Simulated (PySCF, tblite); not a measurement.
# C₆H₁₀OSi: geometry, infrared bands and NMR shifts

Wanted: the infrared bands and NMR shifts of C₆H₁₀OSi (`[SiH3]O[C@@]12C=CC[C@@H]1C2`), by calculation.

Computed with tblite 0.8.0 and PySCF 2.14.0, with density-fitted response routines of our own, on a single molecule in the gas phase. Atoms are numbered from 0 throughout.

### Step 1. The starting structure

18 atoms, charge 0, multiplicity 1; geometry from: force field or distance geometry start.

Bonds of the start (Å): Si0–O1 1.71, O1–C2 1.37, C2–C3 1.49, C3–C4 1.30, C4–C5 1.49, C5–C6 1.51, C6–C7 1.51, C6–C2 1.50, C7–C2 1.49, Si0–H8 1.45, Si0–H9 1.48, Si0–H10 1.47, C3–H11 1.09, C4–H12 1.11, C5–H13 1.11, C5–H14 1.11, C6–H15 1.10, C7–H16 1.11, C7–H17 1.11.

### Step 2. Optimising the geometry with GFN2-xTB

Job settings and geometry (Å):

```
{"job": {"kind": "relax", "xc": "GFN2-xTB", "basis": "xTB"}, "charge": 0, "multiplicity": 1}
Si     2.384800     0.737300     0.146200
O      1.323300     0.091900     1.318400
C      0.026900    -0.038200     0.894200
C     -0.698400     1.188500     0.461000
C     -1.445000     0.946100    -0.580800
C     -1.314900    -0.477100    -1.004600
C     -0.366000    -1.145100    -0.045100
C     -0.707500    -1.223000     1.421300
H      2.235300     2.176400    -0.005700
H      2.213100     0.026900    -1.145100
H      3.753900     0.403500     0.574700
H     -0.619400     2.145800     0.975300
H     -2.092000     1.673300    -1.108700
H     -2.303200    -0.984500    -0.986400
H     -0.936500    -0.546400    -2.049100
H      0.407200    -1.835200    -0.420600
H     -1.758800    -1.166000     1.759200
H     -0.111500    -1.967900     1.989700
```

Run with:

```console
OMP_NUM_THREADS=1 python probes_run.py task.json out
```

One launch serves the whole session: the jobs run in the order shown.

**Question.** This job is followed by: GFN2-xTB harmonic vibrations, gas phase; GIAO PBE0/pcSseg-1 NMR shielding, non-relativistic, gas phase. What will the session give for the following? strongest single infrared mode (GFN2-xTB); zero-point energy (GFN2-xTB); ¹³C shifts against TMS (PBE0/pcSseg-1); ¹H shifts against TMS (PBE0/pcSseg-1, means over atoms taken as alike); ²⁹Si shifts against TMS (PBE0/pcSseg-1); ¹⁷O shifts against H2O (PBE0/pcSseg-1); surface potential, 1st and 99th percentile.

As calculated:

```
                                                              quantity                                               value
                             strongest single infrared mode (GFN2-xTB)                               2218 cm⁻¹, 387 km/mol
                                          zero-point energy (GFN2-xTB)                                       86.7 kcal/mol
                                ¹³C shifts against TMS (PBE0/pcSseg-1)            143.0, 135.7, 73.7, 41.3, 27.8, 25.4 ppm
¹H shifts against TMS (PBE0/pcSseg-1, means over atoms taken as alike)  6.40, 5.52, 4.87, 2.86, 2.21, 1.80, 1.35, 0.04 ppm
                               ²⁹Si shifts against TMS (PBE0/pcSseg-1)                                           -40.1 ppm
                                ¹⁷O shifts against H2O (PBE0/pcSseg-1)                                            30.5 ppm
                                 surface potential, 1st and 99th percentile                                  -1.19 V and 1.02 V
```

What this shows: The optimisation took 67 steps and gained 0.441 eV; among the close pairs (by a distance rule), Si0–O1 changed most, from 1.708 to 1.621 Å. No mode is imaginary among the 48: a minimum at this level. The strongest single mode, at 2218 cm⁻¹, moves mainly H9 and H8. GFN2-xTB is a fitted tight-binding method: band positions and strengths are rough. Its intensities can rank the bands wrongly. At PBE0/pcSseg-1: Shielding is most anisotropic at C4 (span 214 ppm, paramagnetic term -205 ppm).
